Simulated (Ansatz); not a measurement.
# Be4Ga2C: the cost of one run

Computed with Ansatz 0.2.0 (DFT PBE, scalar-relativistic, plane waves, PAW, unless a step's input says otherwise).

## Step 1: The structure to begin with

It takes space group C2/m (No. 12, monoclinic). Conventional cell: a = 6.056 Å, b = 8.213 Å, c = 3.072 Å, α = 90.00°, β = 95.47°, γ = 90.00°. Be (site symmetry m) has 2 C at 1.94 to 2.30 Å and 2 Ga at 2.06 Å as nearest neighbours. Be (site symmetry 2) is surrounded by 1 C at 1.94 Å and 2 Ga at 2.05 Å. Around Ga (site symmetry -1) lie 6 Be at 2.05 to 2.26 Å. C (site symmetry 2/m) is surrounded by 6 Be at 1.94 to 2.30 Å.

As a file:

```xyz
7
Lattice="3.0280 -4.1067 0.0000 3.0280 4.1067 0.0000 -0.2931 0.0000 3.0578" Properties=species:S:1:pos:R:3 pbc="T T T"
Be    1.3281    0.0000    1.4196
Be    3.0280    2.1620    0.0000
Be    4.4348    0.0000    1.6382
Be    3.0280   -2.1620    0.0000
Ga    1.3675    2.0534    1.5289
Ga    1.3675   -2.0534    1.5289
C     0.0000    0.0000    0.0000
```

A structure generator made this guess: species swapped into a database cell of Li2CrCl4 (C2/m, No. 12), with Ga on the Li sites, C on the Cr sites and Be on the Cl sites. Lengths come from tabulated atomic sizes and are only a guess.

## Step 2: Probe: one point on a coarse mesh

Contents of input.yaml:

```yaml
crystal:
  lattice:
    - [3.02800146, -4.10672164, 0.0]
    - [3.02800146, 4.10672164, 0.0]
    - [-0.29307957, 0.0, 3.05782875]
  atoms:
    - { symbol: Be, position: [0.241772, 0.241772, 0.46426299] }
    - { symbol: Be, position: [0.23676901, 0.76323099, 0.0] }
    - { symbol: Be, position: [0.758228, 0.758228, 0.53573701] }
    - { symbol: Be, position: [0.76323099, 0.23676901, 0.0] }
    - { symbol: Ga, position: [0.0, 0.5, 0.5] }
    - { symbol: Ga, position: [0.5, 0.0, 0.5] }
    - { symbol: C, position: [0.0, 0.0, 0.0] }
basis:
  ecutwfc: 420
kpoints:
  mp_grid: { grid: [4, 4, 6] }
hamiltonian:
  xc: pbe
scf:
  occupations: { method: gaussian, width: 0.1 }
  lower_state_search: "off"
output:
  forces: true
  stress: true
  eigenvalues: true
```

Command:

```sh
$ ansatz run input.yaml --threads 1 --pin off --max-ram 2560MiB --backend cpu --events-out ev --progress --plain --runs-dir out
```

Q: Estimate wall time and peak memory on 1 thread of Arm Neoverse N1, shared host.

About 9.4 s, with a peak of 0.35 GiB.
